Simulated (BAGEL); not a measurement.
# HF/STO-3G (density fitting with qzvpp-jkfit) run of CHAlFO+ (SMILES [O+]#[C][AlH][F])

Aim: the energy change on altering one bond length of CHAlFO+ at HF/STO-3G (density fitting with qzvpp-jkfit), from 2 runs. 

Program for the calculation: BAGEL 1.2.2.

## 1. The system as given

The species is CHAlFO+ (5 atoms), meant as a singlet with charge +1. As SMILES, `[O+]#[C][AlH][F]`. Geometry: a GFN2-xTB relaxation, a rough one for these elements and not checked as a minimum.

Bond lengths: O1–C2 1.103 Å, C2–Al3 2.205 Å, Al3–F4 1.616 Å, Al3–H5 1.492 Å. Angles: O1–C2–Al3 171.0°, C2–Al3–F4 96.6°, C2–Al3–H5 117.4°, F4–Al3–H5 146.0°.

## 2. The energy at HF/STO-3G (density fitting with qzvpp-jkfit)

Contents of input.json:

```json
{ "bagel" : [

{
  "title" : "molecule",
  "basis" : "sto-3g",
  "df_basis" : "qzvpp-jkfit",
  "angstrom" : true,
  "geometry" : [
    { "atom" : "O", "xyz" : [       0.875470,      -1.765280,       1.316800 ] },
    { "atom" : "C", "xyz" : [       0.590070,      -0.886690,       0.714870 ] },
    { "atom" : "Al", "xyz" : [      -0.292060,       0.719910,      -0.510680 ] },
    { "atom" : "F", "xyz" : [      -1.742320,       0.033220,      -0.702740 ] },
    { "atom" : "H", "xyz" : [       0.568840,       1.898850,      -0.818240 ] }
  ]
},

{ "title" : "hf", "charge" : 1 },

{ "title" : "print", "file" : "orbitals.molden", "orbitals" : true }

]}
```

Command:

```console
$ BAGEL_NUM_THREADS=1 BAGEL input.json > input.out
```

Output:

```text
* using 1 threads per process

  ===============================================================
  ===============================================================

  *** Geometry ***

  { "atom" : "O", "xyz" : [      1.654399,     -3.335896,      2.488391 ] },
  { "atom" : "C", "xyz" : [      1.115071,     -1.675601,      1.350909 ] },
  { "atom" : "Al", "xyz" : [     -0.551913,      1.360433,     -0.965045 ] },
  { "atom" : "F", "xyz" : [     -3.292508,      0.062777,     -1.327986 ] },
  { "atom" : "H", "xyz" : [      1.074952,      3.588306,     -1.546250 ] },

  Number of auxiliary basis functions:      375

  Since a DF basis is specified, we compute 2- and 3-index integrals:
    o Being stored without compression. Storage requirement is 0.002 GB

  Number of basis functions:       25
  Number of electrons      :       37

    * METHOD: MOLECULE                             0.14

  *** RHF ***

  === Nuclear Repulsion ===
   125.0065862181

      * DIIS with orbital gradients will be used.

  === RHF iteration (sto-3g) ===
      0       -448.60476381          0.02838655           0.01
      1       -448.69599120          0.02249551           0.01
      2       -448.75160720          0.00235277           0.01
      3       -448.75274467          0.00065508           0.01
      4       -448.75287904          0.00016284           0.01
      5       -448.75289117          0.00003448           0.01
      6       -448.75289167          0.00000876           0.01
      7       -448.75289171          0.00000256           0.01
      8       -448.75289171          0.00000133           0.01
      9       -448.75289171          0.00000071           0.01
     10       -448.75289171          0.00000020           0.01
     11       -448.75289171          0.00000005           0.01
     12       -448.75289171          0.00000002           0.01
     13       -448.75289171          0.00000001           0.01
    * SCF iteration converged.

    * Permanent dipole moment:
           (   -0.895095,    -0.748879,     0.062750) a.u.

    * METHOD: HF                                   0.31

    * METHOD: PRINT                                0.00

  ===============================================================
```

It took 0.62 s on 1 thread of Arm Neoverse N1, shared host; peak memory 0.085 GiB.

## 3. The distorted shape, same level

Contents of hf.json:

```json
{ "bagel": [

{
  "title": "molecule",
  "basis": "sto-3g",
  "df_basis": "qzvpp-jkfit",
  "angstrom": true,
  "geometry": [
    { "atom": "O", "xyz": [    1.310555,   -1.559270,    1.374419 ] },
    { "atom": "C", "xyz": [    1.025155,   -0.680680,    0.772489 ] },
    { "atom": "Al", "xyz": [    0.143025,    0.925920,   -0.453061 ] },
    { "atom": "F", "xyz": [   -1.742320,    0.033220,   -0.702740 ] },
    { "atom": "H", "xyz": [    1.003925,    2.104860,   -0.760621 ] }
  ]
},
{ "title": "hf", "charge": 1 },
{ "title": "print", "file": "orbitals.molden", "orbitals": true }

]}
```

Command:

```console
$ BAGEL_NUM_THREADS=1 BAGEL hf.json > hf.out
```

Output:

```text
* using 1 threads per process

  ===============================================================
  ===============================================================

  *** Geometry ***

  { "atom" : "O", "xyz" : [      2.476590,     -2.946593,      2.597275 ] },
  { "atom" : "C", "xyz" : [      1.937262,     -1.286299,      1.459793 ] },
  { "atom" : "Al", "xyz" : [      0.270278,      1.749735,     -0.856161 ] },
  { "atom" : "F", "xyz" : [     -3.292508,      0.062777,     -1.327986 ] },
  { "atom" : "H", "xyz" : [      1.897143,      3.977609,     -1.437365 ] },

  Number of auxiliary basis functions:      375

  Since a DF basis is specified, we compute 2- and 3-index integrals:
    o Being stored without compression. Storage requirement is 0.002 GB

  Number of basis functions:       25
  Number of electrons      :       37

    * METHOD: MOLECULE                             0.14

  *** RHF ***

  === Nuclear Repulsion ===
   114.2625157021

      * DIIS with orbital gradients will be used.

  === RHF iteration (sto-3g) ===
      0       -448.38408008          0.03228732           0.01
      1       -448.49655032          0.03234790           0.01
      2       -448.63797078          0.00329624           0.01
      3       -448.64256929          0.00087108           0.01
      4       -448.64288381          0.00034908           0.01
      5       -448.64292244          0.00010119           0.01
      6       -448.64292608          0.00002985           0.01
      7       -448.64292664          0.00001817           0.01
      8       -448.64292695          0.00000566           0.01
      9       -448.64292697          0.00000154           0.01
     10       -448.64292697          0.00000069           0.01
     11       -448.64292697          0.00000031           0.01
     12       -448.64292697          0.00000012           0.01
     13       -448.64292697          0.00000005           0.01
     14       -448.64292697          0.00000003           0.01
     15       -448.64292697          0.00000001           0.01
     16       -448.64292697          0.00000001           0.01
    * SCF iteration converged.

    * Permanent dipole moment:
           (   -1.189956,    -0.848774,     0.002017) a.u.

    * METHOD: HF                                   0.34

    * METHOD: PRINT                                0.00

  ===============================================================
```

Wall time 0.64 s (1 thread of Arm Neoverse N1, shared host); peak memory 0.085 GiB.

## 4. Outcome

At HF/STO-3G (density fitting with qzvpp-jkfit):

| quantity | value |
| --- | --- |
| first shape: total energy | -448.75289 Eh |
| first shape: HOMO energy | -17.49 eV |
| first shape: LUMO energy | -0.31 eV |
| first shape: HOMO–LUMO gap | 17.19 eV |
| distorted shape: total energy | -448.64293 Eh |
| distorted shape: HOMO energy | -14.93 eV |
| distorted shape: LUMO energy | -0.61 eV |
| distorted shape: HOMO–LUMO gap | 14.32 eV |
| energy change with the Al3–F4 bond stretched from 1.616 to 2.101 Å | 2.992 eV |

In words: With the Al3–F4 bond stretched from 1.616 to 2.101 Å the energy rises by 2.99 eV (69 kcal/mol). The first shape isn't relaxed at this level, so the change isn't measured from a minimum. The minimal basis adds a large error of its own.
